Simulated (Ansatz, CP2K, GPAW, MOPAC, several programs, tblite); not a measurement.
## Many methods on one cell: PbSe (Fm-3m)

A 2-atom cell of PbSe from a published structure, relaxed with r2SCAN+rVV10 in Ansatz, was computed with several methods. The symmetry is Fm-3m (No. 225, cubic); conventional cell a = 6.139 Å, 28.93 Å³ an atom. Around Pb lie 6 Se at 3.07 Å; around Se lie 6 Pb at 3.07 Å. Computed at 0 K without zero-point motion; spin polarisation is off.

```cif
data_structure
_symmetry_space_group_name_H-M 'Fm-3m'
_symmetry_Int_Tables_number 225
_cell_length_a 6.1394
_cell_length_b 6.1394
_cell_length_c 6.1394
_cell_angle_alpha 90.000
_cell_angle_beta 90.000
_cell_angle_gamma 90.000
_cell_volume 231.41
loop_
_atom_site_label
_atom_site_type_symbol
_atom_site_symmetry_multiplicity
_atom_site_Wyckoff_symbol
_atom_site_fract_x
_atom_site_fract_y
_atom_site_fract_z
_atom_site_occupancy
Pb1 Pb 4 a 0.00000 0.00000 0.00000 1
Se1 Se 4 b 0.50000 0.00000 0.00000 1
```

Gaps and times are for a single point on this cell; volume and bulk modulus come from each method's own relaxation or energy curve at fixed shape. Times are rough, from shared hosts (Arm Neoverse V1), and each method has its own mesh and cell size. A dagger marks a closed or tiny gap in a crystal that DFT finds insulating: a failure of the method or a wrong SCF state. PM6 (MOPAC): levels, charges or heat of formation failed a check of plausibility, so no values are given. PM6 (MOPAC), PM7 (MOPAC), GFN1-xTB (tblite), GFN2-xTB (tblite) treat a cluster of cells at its zone centre, which samples few k points: where these miss a band edge, the gap comes out too large for that reason alone. Gaps from k meshes are read at a limited set of points (mesh, symmetry points, PBE's band edges), so each method's own least gap may be somewhat smaller. xTB and the PM methods were fitted mostly to molecules, and can miss a solid's gap by electronvolts. Minimal bases can be far off for gaps. GLLB-SC's gap includes the derivative discontinuity. d marks a direct gap, i an indirect one (no mark: not told apart), a dash a value that wasn't computed or didn't pass its checks.

| method | kind | gap (eV) | own volume (Å³/atom) | bulk modulus (GPa) | atoms computed | processor time |
| --- | --- | --- | --- | --- | --- | --- |
| light PBE (260 eV and a coarse mesh) | light plane-wave | 0.34 d | – | – | 2 | 0.97 s |
| GFN1-xTB (tblite) | tight binding | 0.08† | – | – | 64 | 2 s |
| PBE | semilocal | 0.32 d | – | – | 2 | 2.5 s |
| PM7 (MOPAC) | semi-empirical | 4.48 | – | – | 64 | 3.1 s |
| PBE/single zeta (GPAW) | small basis | 0.25 d | – | – | 2 | 3.3 s |
| GFN2-xTB (tblite) | tight binding | 2.73 | 30.75 | 25 | 64 | 4.1 s |
| PBE/SZV (CP2K) | small basis | 0.35 d | 30.87 | 52 | 2 | 5.2 s |
| r2SCAN | semilocal | 0.60 d | – | – | 2 | 6.6 s |
| PM6 (MOPAC) | semi-empirical | – | – | – | 64 | 7.8 s |
| PBE/DZVP (CP2K) | small basis | 0.35 d | 29.88 | 47 | 2 | 10 s |
| GLLB-SC (GPAW) | model potential | 0.91 | – | – | 2 | 14 s |

Against r2SCAN (0.60 eV) and with closed or daggered gaps left aside, the nearest gap at the points sampled is that of PBE/SZV (CP2K) (-0.25 eV) and the farthest that of PM7 (MOPAC) (+3.88 eV). r2SCAN is only a yardstick of convenience: semilocal gaps usually lie below measured ones, which GLLB-SC and hybrids aim to mend.

Spin-orbit coupling is left out; in compounds of Pb, Bi, Tl or Hg it can lower a gap by up to about 1 eV, split its edges or invert the bands.
